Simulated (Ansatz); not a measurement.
Turn this script for Ansatz's Python interface into the input file that the command-line program reads.

`fatbands_ymg3.py`
```python
"""Fat bands of YMg3 at high-symmetry points."""

from pathlib import Path

import ansatz as az
import pandas as pd
from pymatgen.core import Lattice, Structure
from pymatgen.io.ase import AseAtomsAdaptor

XC = "PBEsol"
K_LENGTH = 24
OCCUPATIONS = "Fermi-Dirac"
WIDTH_EV = 0.05

pmg_structure = Structure(
    Lattice([[4.88666, 0.0, 0.0], [0.0, 4.88666, 0.0], [0.0, 0.0, 4.21986]]),
    ["Y", "Mg", "Mg", "Mg"],
    [
        [0.0, 0.0, 0.5],
        [0.0, 0.5, 0.0],
        [0.5, 0.0, 0.0],
        [0.5, 0.5, 0.5],
    ],
)
structure = az.Crystal.from_ase(AseAtomsAdaptor.get_atoms(pmg_structure))

points = {"G": (0.0, 0.0, 0.0), "X": (0.0, 0.5, 0.0), "M": (0.5, 0.5, 0.0), "Z": (0.0, 0.0, 0.5)}
job = (
    structure.calculation()
    .functional(XC)
    .basis(41 * az.Ry)
    .kpoints(length=K_LENGTH)  # the mesh must be finer for metals
    .occupations(OCCUPATIONS, width=WIDTH_EV)  # smearing steadies the SCF of a metal
    .band_structure(list(points.values()), intervals=1)
    .fat_bands()
)
session = job.session()
planned = session.plan(threads=1)
result = planned.execute()
summary = result.report
file = Path(result.write_results("results")) / "fatbands.tsv"
names = file.read_text().splitlines()[0].lstrip("# ").split("\t")
table = pd.read_csv(file, sep="\t", comment="#", names=names)
near = table[table.e_minus_ef.abs() < 3]
for ik, label in enumerate(points):
    print(label)
    for _, row in near[near.ik == ik].iterrows():
        main = row[names[4:]].astype(float).nlargest(2)
        print(f"   band {int(row.band):3d} {row.e_minus_ef:7.3f} eV  " + ", ".join(f"{k} {v:.2f}" for k, v in main.items()))
```

```console
$ python fatbands_ymg3.py
G
   band  17  -1.271 eV  y0_l2_4D 0.68, mg1_l0_3S 0.15
   band  18  -0.601 eV  y0_l2_4D 0.77, mg3_l0_3S 0.15
   band  19   0.056 eV  y0_l1_4P 0.00, mg1_l1_2P 0.00
   band  20   0.056 eV  y0_l1_4P 0.00, mg1_l1_2P 0.00
   band  21   1.535 eV  y0_l2_4D 0.93, y0_l0_4S 0.00
   band  22   1.916 eV  y0_l1_4P 0.00, mg1_l1_2P 0.00
   band  23   2.137 eV  y0_l2_4D 0.96, y0_l0_4S 0.00
   band  24   2.137 eV  y0_l2_4D 0.96, y0_l0_4S 0.00
X
   band  18  -0.349 eV  y0_l2_4D 0.76, mg3_l1_2P 0.00
   band  19  -0.273 eV  y0_l2_4D 0.90, y0_l0_5S 0.02
   band  20   0.890 eV  y0_l2_4D 0.81, mg1_l1_2P 0.00
   band  21   2.012 eV  mg1_l0_3S 0.33, mg3_l0_3S 0.27
   band  22   2.031 eV  y0_l1_4P 0.00, mg2_l1_2P 0.00
   band  23   2.091 eV  y0_l2_4D 0.84, y0_l0_5S 0.13
   band  24   2.294 eV  y0_l2_4D 0.98, y0_l0_4S 0.00
M
   band  17  -2.737 eV  mg2_l0_3S 0.91, mg1_l0_3S 0.03
   band  18  -2.737 eV  mg1_l0_3S 0.91, mg2_l0_3S 0.03
   band  19  -2.351 eV  y0_l0_5S 0.73, y0_l2_4D 0.23
   band  20   1.308 eV  y0_l2_4D 0.89, mg1_l1_2P 0.00
   band  21   1.308 eV  y0_l2_4D 0.89, mg2_l1_2P 0.00
   band  22   1.956 eV  y0_l2_4D 0.75, y0_l0_5S 0.23
   band  23   2.407 eV  y0_l2_4D 0.98, mg1_l1_2P 0.00
Z
   band  18  -0.354 eV  y0_l2_4D 0.90, mg1_l1_2P 0.00
   band  19  -0.260 eV  y0_l2_4D 0.84, mg2_l1_2P 0.00
   band  20  -0.260 eV  y0_l2_4D 0.84, mg1_l1_2P 0.00
   band  21   1.998 eV  y0_l2_4D 0.97, y0_l0_4S 0.00
   band  22   2.328 eV  y0_l1_4P 0.00, mg3_l1_2P 0.00
   band  23   2.328 eV  y0_l1_4P 0.00, mg3_l1_2P 0.00
   band  24   2.671 eV  mg1_l0_3S 0.00, mg2_l0_3S 0.00
```

`input.yaml`:
```yaml
crystal:
  lattice:
    - [4.88666, 0.0, 0.0]
    - [0.0, 4.88666, 0.0]
    - [0.0, 0.0, 4.21986]
  atoms:
    - { symbol: "Y", position: [0.0, 0.0, 0.5] }
    - { symbol: Mg, position: [0.0, 0.5, 0.0] }
    - { symbol: Mg, position: [0.5, 0.0, 0.0] }
    - { symbol: Mg, position: [0.5, 0.5, 0.5] }
basis:
  ecutwfc: 557.833418042754
kpoints:
  mp_grid:
    grid: [5, 5, 6]
  band_path:
    path:
      - [0.0, 0.0, 0.0]
      - [0.0, 0.5, 0.0]
      - [0.5, 0.5, 0.0]
      - [0.0, 0.0, 0.5]
    npoints: 1
hamiltonian:
  xc: pbesol
scf:
  occupations:
    method: fermi_dirac
    width: 0.05
output:
  fatbands: true
```

Reading the output:
- The computed bands are complete only to about 2.1 eV above the Fermi level.
- For a metal this k-point mesh is coarse: on a finer one energies can move by several to tens of meV an atom and pressures by half a GPa or more, differences at one mesh by less.
- The structure comes from a database of computed cells and needn't be a stable or known phase.
- Levels are Kohn-Sham eigenvalues on this mesh, without spin-orbit coupling.
- Energies are less the Fermi level and bands count from 0. Only the largest channels are printed, equivalent atoms hold more, and in degenerate sets the split between sites is arbitrary; shells that the potentials lack have no channel.
- Finished in 6.7 s on 1 thread of Intel(R) Xeon(R) Platinum 8259CL CPU @ 2.50GHz (Skylake/Cascade Lake), on a shared host, peak memory 0.55 GiB.

(Lines on the test bed's own set-up are left out of the output.)
